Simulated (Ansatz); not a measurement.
# CH3BOS2: the cost of one run

Program: Ansatz 0.2.0, Gaussian basis. Level of theory: the settings change from run to run. These are calculated values, not measurements.

### 1 The geometry

The geometry comes from an earlier relaxation with PBE0-D4 in a triple-zeta def2 set; it is a stationary point, not always the lowest conformer.

SMILES `B1OCSS1`, 8 atoms, charge 0, spin multiplicity 1.

Atoms are counted from 1 here; the program's logs count them from 0.

Bond lengths: B1–O2 1.354 Å, B1–S5 1.804 Å, B1–H6 1.189 Å, O2–C3 1.411 Å, C3–S4 1.812 Å, C3–H7 1.094 Å, C3–H8 1.091 Å, S4–S5 2.082 Å. Angles: O2–B1–S5 116.8°, O2–B1–H6 121.2°, S5–B1–H6 122.0°, B1–O2–C3 116.2°, O2–C3–S4 110.2°, O2–C3–H7 108.6°, O2–C3–H8 109.6°, S4–C3–H7 110.5°, S4–C3–H8 107.6°, H7–C3–H8 110.3°, C3–S4–S5 92.7°, B1–S5–S4 92.0°.

### 2 LC-wPBE/def2-TZVPD

The input, in.yaml:

```yaml
crystal:
  periodic: [false, false, false]
  atoms:
    - {symbol: B, position_ang: [-0.441106, 1.229603, -0.204456]}
    - {symbol: O, position_ang: [0.081774, 0.498132, 0.807459]}
    - {symbol: C, position_ang: [0.344471, -0.859357, 0.524734]}
    - {symbol: S, position_ang: [0.829127, -1.055930, -1.209978]}
    - {symbol: S, position_ang: [-0.438625, 0.470521, -1.841234]}
    - {symbol: H, position_ang: [-0.901787, 2.308646, -0.011497]}
    - {symbol: H, position_ang: [-0.556497, -1.441202, 0.738869]}
    - {symbol: H, position_ang: [1.174643, -1.207412, 1.140404]}
basis:
  gaussian: {orbitals: def2-TZVPD}
hamiltonian: {xc: {name: LC-wPBE}}
output: {forces: true}
```

Started as:

```bash
$ ansatz run in.yaml --threads 2 --pin off --events-out ev --progress --plain --max-ram 4352MiB
```

Q: Estimate wall time and peak memory on 2 threads of Intel Xeon 6975P-C, shared host.

About 4 s, with a peak of 0.51 GiB.
